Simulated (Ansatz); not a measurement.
**CH₄FOSTa: small, medium and large basis sets**

How large a basis does CH₄FOSTa need? Two functionals are run in growing sets.

Program: Ansatz 0.2.0, Gaussian basis. Level of theory: one geometry, several basis sets. These are calculated values, not measurements.

Plan: PBE0-D4/def2-SVP; ωB97M-V/def2-SVP; PBE0-D4/def2-QZVPP; ωB97M-V/def2-QZVPP; the functionals' def2-TZVPP values are taken from earlier runs.

## Step 1: The geometry

All runs share one geometry, relaxed beforehand with PBE0-D4 in a triple-zeta def2 set. Ta takes the def2 core potential; no spin-orbit term is included.

SMILES `[CH3][Ta]([OH])([F])=[S]`, 9 atoms, charge 0, spin multiplicity 1.

Atoms are counted from 1 here; the program's logs count them from 0.

Bond lengths: C1–Ta2 2.138 Å, C1–H6 1.094 Å, C1–H7 1.093 Å, C1–H8 1.097 Å, Ta2–O3 1.879 Å, Ta2–F4 1.872 Å, Ta2–S5 2.159 Å, O3–H9 0.958 Å. Angles: Ta2–C1–H6 110.4°, Ta2–C1–H7 111.4°, Ta2–C1–H8 109.6°, H6–C1–H7 107.8°, H6–C1–H8 108.8°, H7–C1–H8 108.7°, C1–Ta2–O3 105.9°, C1–Ta2–F4 107.5°, C1–Ta2–S5 104.9°, O3–Ta2–F4 114.0°, O3–Ta2–S5 111.3°, F4–Ta2–S5 112.4°, Ta2–O3–H9 133.1°.

## Step 2: PBE0-D4 in def2-SVP

The input, in.yaml:

```yaml
crystal:
  periodic: [false, false, false]
  atoms:
    - {symbol: C, position_ang: [-0.805156, -0.184325, 1.092753]}
    - {symbol: Ta, position_ang: [0.105017, 0.209813, -0.801453]}
    - {symbol: O, position_ang: [1.916421, 0.554637, -0.440018]}
    - {symbol: F, position_ang: [-0.805829, 1.650154, -1.576249]}
    - {symbol: S, position_ang: [-0.138054, -1.618545, -1.923331]}
    - {symbol: H, position_ang: [-1.868958, -0.407729, 0.966381]}
    - {symbol: H, position_ang: [-0.340218, -1.040905, 1.588224]}
    - {symbol: H, position_ang: [-0.702253, 0.694649, 1.740521]}
    - {symbol: H, position_ang: [2.727629, 0.095850, -0.663927]}
basis:
  gaussian: {orbitals: def2-SVP}
hamiltonian: {xc: pbe0, dispersion: d4}
output: {orbitals: {seedname: orbitals}}
```

On the command line:

```console
$ ansatz run in.yaml --threads 2 --pin off --events-out ev --progress --plain --max-ram 32768MiB --backend cpu
```

The runs that follow: ωB97M-V in def2-SVP; PBE0-D4 in def2-QZVPP; ωB97M-V in def2-QZVPP.

Before running them: what should the planned runs give, taken together? Wanted: PBE0-D4: double and triple zeta above quadruple; ωB97M-V: double and triple zeta above quadruple.

**Answer**, as computed:

```
                                       quantity           value
PBE0-D4: double and triple zeta above quadruple  12.00, 0.67 eV
ωB97M-V: double and triple zeta above quadruple  12.18, 0.64 eV
```

**Reading.** PBE0-D4 gains 11.33 eV from double to triple zeta, then 0.67 eV more. Total energies overstate the basis error of differences, where much of it tends to cancel.
